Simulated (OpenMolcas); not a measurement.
**C10H7Cl (SMILES Clc1cccc2ccccc12) at 6 levels**

Wanted: a comparison of 6 runs (MP2/ANO-RCC-VDZ) of C10H7Cl. The setting varied is the relativity. 

The results are computed with OpenMolcas 26.06.

### Step 1. Starting point

The species is C10H7Cl (18 atoms), meant as a singlet with charge 0. As SMILES, `Clc1cccc2ccccc12`. Geometry: relaxed at GFN2-xTB.

Some bond lengths: Cl1–C2 1.732 Å, C2–C3 1.368 Å, C3–C4 1.402 Å, C4–C5 1.366 Å, C5–C6 1.410 Å, C6–C7 1.411 Å, C7–C8 1.366 Å, C8–C9 1.403 Å, C9–C10 1.367 Å, C2–C11 1.415 Å, C6–C11 1.422 Å, C10–C11 1.409 Å, C3–H12 1.079 Å, C4–H13 1.080 Å, C5–H14 1.080 Å, C7–H15 1.080 Å. Some angles: Cl1–C2–C3 118.7°, Cl1–C2–C11 119.6°, C3–C2–C11 121.7°, C2–C3–C4 119.9°, C3–C4–C5 120.4°, C4–C5–C6 120.7°, C5–C6–C7 121.7°, C5–C6–C11 119.6°, C7–C6–C11 118.7°, C6–C7–C8 121.0°.

### Step 2. Energy and forces at MP2/ANO-RCC-VDZ (DKH1) (run 1)

File job.input:

```
* C10H7Cl MP2

&gateway
  coord
  18
  angstrom
  Cl       2.346260      -2.208430       0.873440
  C        1.514140      -1.028940      -0.083100
  C        2.047510      -0.666790      -1.290120
  C        1.394060       0.285860      -2.084760
  C        0.226990       0.855750      -1.662130
  C       -0.341190       0.499500      -0.421450
  C       -1.544750       1.075730       0.035990
  C       -2.080420       0.721060       1.241880
  C       -1.436540      -0.229510       2.047780
  C       -0.269360      -0.809300       1.635540
  C        0.308910      -0.464610       0.397430
  H        2.968440      -1.113440      -1.631140
  H        1.827810       0.560020      -3.034620
  H       -0.279730       1.589810      -2.271660
  H       -2.034930       1.807370      -0.589890
  H       -3.002700       1.168290       1.582630
  H       -1.870670      -0.501550       2.998570
  H        0.226160      -1.540810       2.255590
  basis = ANO-RCC-VDZ
  group = NoSym

&seward
  relativistic = R01O00
  expert

&scf
  prorbitals = 1 1

&mbpt2
  frozen = 15
  grdt

&alaska
```

Launch:

```console
$ export MOLCAS_MEM=1860
$ pymolcas job.input > job.log
```

Log:

```text
--- Start Module: gateway ---
[...]
--- Stop Module: gateway /rc=_RC_ALL_IS_WELL_ ---
[...]
 ###    WARNING:  EXPERT option is ON!                                       ###
 ###############################################################################
               SEWARD will generate:
[...]
      Basis functions          117
[...]
       Convergence after  13 Iterations
[...]
::    Total SCF energy                               -844.0280593386
[...]
      Total spin, S                                     0.0000000000
[...]
      Total electronic charge=   84.000000
      Total            charge=   -0.000000
[...]
--- Start Module: mbpt2 ---
[...]
WARNING!
Default frozen orbitals as non valence orbitals is overwritten by user input.
Default values:  15
[...]
       Reference weight ( Cref**2 )         =        0.71511
::    Total MBPT2 energy                             -844.9451270123
[...]
      Dipole Moment (debye):
      Origin of the operator (angstrom)=    0.4795   -0.4467    0.1707
                   X= -1.1676E+00               Y=  1.3169E+00               Z= -7.8782E-01           Total=  1.9283E+00
      Quadrupole Moment (debye*angstrom):
[...]
      Total MBPT2 calculations                          25.95     30.06
--- Stop Module: mbpt2 /rc=_RC_ALL_IS_WELL_ ---
[...]
--- Start Module: alaska ---
[...]
 *              Molecular gradients               *
 **************************************************
  Irreducible representation: a
 ------------------------------------------------------------------------------------------
                              X                       Y                       Z
 ------------------------------------------------------------------------------------------
  CL1              -2.80059909146075E-02    3.79128104620747E-02   -2.92460713438469E-02
  C2                1.54272142649452E-02   -2.10252270679485E-02    1.60952405993688E-02
  C3               -8.98929606489585E-03    5.02082937524029E-03    2.42618068323175E-03
  C4               -6.57055547342011E-03   -2.98286604268094E-03    1.25937765848967E-02
  C5                9.22055184506876E-03   -1.01283103902672E-02    5.76973549069137E-03
  C6               -7.08125826246242E-04    1.42709770214466E-04    6.54331404093433E-04
  C7                3.84116268055568E-03   -8.86362871847268E-03    9.83655898858027E-03
  C8                1.41259354071703E-02   -6.40774761979612E-03   -5.74896549289861E-03
[...]
--- Stop Module: alaska /rc=_RC_ALL_IS_WELL_ ---
[...]
```

It took 5.2 min on 1 thread of Arm Neoverse N1, shared host; peak memory 1.3 GiB.

### Step 3. Energy and forces at MP2/ANO-RCC-VDZ (DKH2) (run 2)

File job.inp:

```
* C10H7Cl MP2

&gateway
 coord
 18
 angstrom
 Cl       2.346260      -2.208430       0.873440
 C        1.514140      -1.028940      -0.083100
 C        2.047510      -0.666790      -1.290120
 C        1.394060       0.285860      -2.084760
 C        0.226990       0.855750      -1.662130
 C       -0.341190       0.499500      -0.421450
 C       -1.544750       1.075730       0.035990
 C       -2.080420       0.721060       1.241880
 C       -1.436540      -0.229510       2.047780
 C       -0.269360      -0.809300       1.635540
 C        0.308910      -0.464610       0.397430
 H        2.968440      -1.113440      -1.631140
 H        1.827810       0.560020      -3.034620
 H       -0.279730       1.589810      -2.271660
 H       -2.034930       1.807370      -0.589890
 H       -3.002700       1.168290       1.582630
 H       -1.870670      -0.501550       2.998570
 H        0.226160      -1.540810       2.255590
 basis
 ANO-RCC-VDZ
 group
 NoSym

&seward
 relativistic
 R02O02
 expert

&scf
 prorbitals
 1 1

&mbpt2
 frozen
 15
 grdt

&alaska
```

Launch:

```console
$ export MOLCAS_MEM=1860
$ pymolcas job.inp > job.log
```

Log:

```text
--- Start Module: gateway ---
[...]
--- Stop Module: gateway /rc=_RC_ALL_IS_WELL_ ---
[...]
 ###    WARNING:  EXPERT option is ON!                                       ###
 ###############################################################################
               SEWARD will generate:
[...]
      Basis functions          117
[...]
       Convergence after  13 Iterations
[...]
::    Total SCF energy                               -843.7523737050
[...]
      Total spin, S                                     0.0000000000
[...]
      Total electronic charge=   84.000000
      Total            charge=   -0.000000
[...]
--- Start Module: mbpt2 ---
[...]
WARNING!
Default frozen orbitals as non valence orbitals is overwritten by user input.
Default values:  15
[...]
       Reference weight ( Cref**2 )         =        0.71512
::    Total MBPT2 energy                             -844.6694255055
[...]
      Dipole Moment (debye):
      Origin of the operator (angstrom)=    0.4795   -0.4467    0.1707
                   X= -1.1692E+00               Y=  1.3189E+00               Z= -7.8918E-01           Total=  1.9311E+00
      Quadrupole Moment (debye*angstrom):
[...]
      Total MBPT2 calculations                          25.83     29.78
--- Stop Module: mbpt2 /rc=_RC_ALL_IS_WELL_ ---
[...]
--- Start Module: alaska ---
[...]
 *              Molecular gradients               *
 **************************************************
  Irreducible representation: a
 ------------------------------------------------------------------------------------------
                              X                       Y                       Z
 ------------------------------------------------------------------------------------------
  CL1              -2.79930146940615E-02    3.78948777984647E-02   -2.92319191959827E-02
  C2                1.54156707489315E-02   -2.10084977342457E-02    1.60813916947088E-02
  C3               -8.99787996585477E-03    5.02576452657566E-03    2.42810018351047E-03
  C4               -6.57378547971810E-03   -2.98328532644643E-03    1.25981816530718E-02
  C5                9.22437560390277E-03   -1.01323625419161E-02    5.77191665828813E-03
  C6               -7.10024076437499E-04    1.44350128106652E-04    6.53883460812299E-04
  C7                3.84303821243570E-03   -8.86797692181140E-03    9.84149476339979E-03
  C8                1.41313686324782E-02   -6.40971298430104E-03   -5.75207999336946E-03
[...]
--- Stop Module: alaska /rc=_RC_ALL_IS_WELL_ ---
[...]
```

Run time: 5.6 min. Hardware: 1 thread of Arm Neoverse N1, shared host; peak memory 1.3 GiB.

Runs 3 to 5 aren't shown in full; the table further down has their settings and results.

### Step 4. Energy and gradient at MP2/ANO-RCC-VDZ (sfX2C) (run 6)

File job.inp:

```
>>> EXPORT MOLCAS_PRINT=2
&gateway
coord
18
angstrom
Cl       2.346260      -2.208430       0.873440
C        1.514140      -1.028940      -0.083100
C        2.047510      -0.666790      -1.290120
C        1.394060       0.285860      -2.084760
C        0.226990       0.855750      -1.662130
C       -0.341190       0.499500      -0.421450
C       -1.544750       1.075730       0.035990
C       -2.080420       0.721060       1.241880
C       -1.436540      -0.229510       2.047780
C       -0.269360      -0.809300       1.635540
C        0.308910      -0.464610       0.397430
H        2.968440      -1.113440      -1.631140
H        1.827810       0.560020      -3.034620
H       -0.279730       1.589810      -2.271660
H       -2.034930       1.807370      -0.589890
H       -3.002700       1.168290       1.582630
H       -1.870670      -0.501550       2.998570
H        0.226160      -1.540810       2.255590
basis
ANO-RCC-VDZ
group
NoSym
rx2c
&seward
expert
&scf
prorbitals
1 1
&mbpt2
frozen
15
grdt
&alaska
```

Launch:

```console
$ export MOLCAS_MEM=1860
$ pymolcas job.inp > job.log
```

Log:

```text
--- Start Module: gateway ---
[...]
--- Stop Module: gateway /rc=_RC_ALL_IS_WELL_ ---
[...]
 ###    WARNING:  EXPERT option is ON!                                       ###
 ###############################################################################
               SEWARD will generate:
[...]
      Basis functions          117
[...]
       Convergence after  13 Iterations
[...]
::    Total SCF energy                               -843.7514806927
[...]
      Total spin, S                                     0.0000000000
[...]
      Total electronic charge=   84.000000
      Total            charge=   -0.000000
[...]
--- Start Module: mbpt2 ---
[...]
WARNING!
Default frozen orbitals as non valence orbitals is overwritten by user input.
Default values:  15
[...]
       Reference weight ( Cref**2 )         =        0.71511
::    Total MBPT2 energy                             -844.6685331724
[...]
      Dipole Moment (debye):
      Origin of the operator (angstrom)=    0.4795   -0.4467    0.1707
                   X= -1.1692E+00               Y=  1.3190E+00               Z= -7.8922E-01           Total=  1.9312E+00
      Quadrupole Moment (debye*angstrom):
[...]
      Total MBPT2 calculations                          25.90     29.79
--- Stop Module: mbpt2 /rc=_RC_ALL_IS_WELL_ ---
[...]
--- Start Module: alaska ---
[...]
 *              Molecular gradients               *
 **************************************************
  Irreducible representation: a
 ------------------------------------------------------------------------------------------
                              X                       Y                       Z
 ------------------------------------------------------------------------------------------
  CL1              -2.79931975126253E-02    3.78951372048562E-02   -2.92321292000022E-02
  C2                1.54162769833488E-02   -2.10093052832920E-02    1.60820016916864E-02
  C3               -8.99756437528421E-03    5.02575833877983E-03    2.42774586253702E-03
  C4               -6.57374388115084E-03   -2.98319057230412E-03    1.25979788645978E-02
  C5                9.22441123832529E-03   -1.01322582986505E-02    5.77170524163417E-03
  C6               -7.10058958721671E-04    1.44381433061724E-04    6.53872380157239E-04
  C7                3.84286059650041E-03   -8.86785976498405E-03    9.84151012661627E-03
  C8                1.41311871228869E-02   -6.40959423438803E-03   -5.75206367338765E-03
[...]
--- Stop Module: alaska /rc=_RC_ALL_IS_WELL_ ---
[...]
```

Run time: 5.3 min. Hardware: 1 thread of Arm Neoverse N1, shared host; peak memory 1.3 GiB.

### Step 5. Overview of the runs

| run | level | energy (Eh) | dipole moment (D) of the reference | HOMO energy (eV) | LUMO energy (eV) | wall time |
| --- | --- | --- | --- | --- | --- | --- |
| 1 | MP2/ANO-RCC-VDZ (DKH1) | -844.945127 | 2.29 | -8.28 | 1.97 | 5.2 min |
| 2 | MP2/ANO-RCC-VDZ (DKH2) | -844.669426 | 2.30 | -8.28 | 1.97 | 5.6 min |
| 3 | MP2/ANO-RCC-VDZ (DKH3) | -844.672504 | 2.30 | -8.28 | 1.97 | 5.5 min |
| 4 | MP2/ANO-RCC-VDZ (DKH4) | -844.672426 | 2.30 | -8.28 | 1.97 | 5.6 min |
| 5 | MP2/ANO-RCC-VDZ (DKH8) | -844.672430 | 2.30 | -8.28 | 1.97 | 5.7 min |
| 6 | MP2/ANO-RCC-VDZ (sfX2C) | -844.668533 | 2.30 | -8.28 | 1.97 | 5.3 min |

### Step 6. Outcome

```
                                           quantity          value
                                run 6: total energy  -844.66853 Eh
          run 6: dipole moment (mean-field density)         2.30 D
         run 6: HOMO energy (Hartree–Fock orbitals)       -8.28 eV
         run 6: LUMO energy (Hartree–Fock orbitals)        1.97 eV
       run 6: HOMO–LUMO gap (Hartree–Fock orbitals)       10.26 eV
run 6: correlation energy (15 core orbitals frozen)     -917.1 mEh
                    run 6: largest force on an atom     2.851 eV/Å
```

In words: Some runs of one species differ in core potentials or relativity; totals across that change don't compare. All runs together took 33 min, the longest 5.7 min.
